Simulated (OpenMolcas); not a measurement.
**MoO3 (molybdenum trioxide): an attempt with OpenMolcas**

Aim: the excited states of MoO3 (molybdenum trioxide).

Program for the calculation: OpenMolcas 26.06.

## 1. The molecule

The species is MoO3 (4 atoms), meant as a singlet with charge 0. As SMILES, `[O]=[Mo](=[O])=[O]`. The shape is that of a PBE0-D4/def2-TZVP optimisation.

Bond lengths: O1–Mo2 1.692 Å, Mo2–O3 1.692 Å, Mo2–O4 1.692 Å. Angles: O1–Mo2–O3 110.3°, O1–Mo2–O4 110.3°, O3–Mo2–O4 110.3°.

## 2. The job

Contents of step14.inp:

```
&gateway
  coord
  4
  bohr
  O     -1.82925489    -0.28308097     2.38577923
  Mo    -0.26097118    -0.63589284    -0.37851214
  O      2.84781727    -1.14819759     0.16780768
  O     -0.65233346     1.95322092    -2.21362518
  basis=ANO-RCC-VDZP
  group=NoSym
  ricd

&seward

&rasscf
  fileorb=$CurrDir/step2.RasOrb
  spin=1
  nactel=2 0 0
  inactive=32
  ras2=87
  ciroot=3 3 1
  orblisting=Nothing
  orbappear=Compact

&caspt2
  multistate=all
```

The run is started by

```console
export MOLCAS_MEM=1860
pymolcas step14.inp > step14.log
```

What it wrote:

```text
--- Start Module: gateway ---

                                              &GATEWAY

                       available to each process: 1.9 GB of memory, 1 thread

++    Symmetry information:
      ---------------------

                    Character Table for C1

                             E
                    a        1  x, y, xy, Rz, z, xz, Ry, yz, Rx, I
--

++    Basis set information:
      ----------------------

      Basis set label: O.ANO-RCC...3S2P1D.

      Electronic valence basis set:
      ------------------
      Associated Effective Charge   8.000000 au
      Associated Actual Charge      8.000000 au
      Nuclear Model: Point charge

      Shell  nPrim  nBasis  Cartesian Spherical Contaminant
         s      14       3        X
         p       9       2        X
         d       4       1                 X

      Basis set label: MO.ANO-RCC...6S5P3D1F.

      Electronic valence basis set:
      ------------------
      Associated Effective Charge  42.000000 au
      Associated Actual Charge     42.000000 au
      Nuclear Model: Point charge

      Shell  nPrim  nBasis  Cartesian Spherical Contaminant
         s      21       6        X
         p      18       5        X
         d      13       3                 X
         f       6       1                 X

      Basis set label: O.ANO-RCC...3S2P1D.

[... 77 lines left out ...]
                   Integrals are discarded if absolute value <: 1.00E-14
                   Integral cutoff threshold is set to       <: 1.00E-16

            Nuclear Potential Energy            351.81580524 au

      Basis set specifications :
      Symmetry species         a
      Basis functions           85

--- Stop Module: seward /rc=_RC_ALL_IS_WELL_ ---
--- Module seward spent 6 seconds ---

--- Start Module: rasscf ---

                                              &RASSCF

                       available to each process: 1.9 GB of memory, 1 thread

 ****************** ERROR *******************
 ###############################################################################
 ###    ERROR: Erroneous nr of orbitals.                                     ###
 ###############################################################################
 Inappropriate nr of orbitals. One or more of
 these orbital counts is wrong or too large.
  Negative values.
    All orbitals:  85
          Frozen:   0
        Inactive:  32
          Active:  87
           RAS-1:   0
           RAS-2:  87
           RAS-3:   0
       Secondary: -34
         Deleted:   0
 Basis functions:  85
  Have you used a too small basis set?
 ********************************************
--- Stop Module: rasscf /rc=_RC_INPUT_ERROR_ ---

.####################.
.# User input error #.
.####################.

    Timing: Wall=18.42 User=15.23 System=1.96
```

Wall time 19 s (1 thread of AMD EPYC 7R43 (Zen 3), shared host); peak memory 0.31 GiB.

## 3. Reading the log

The program broke off before the end.

The telling line is `ERROR: Erroneous nr of orbitals.`. What is wrong: the active space holds more orbitals than the basis has.
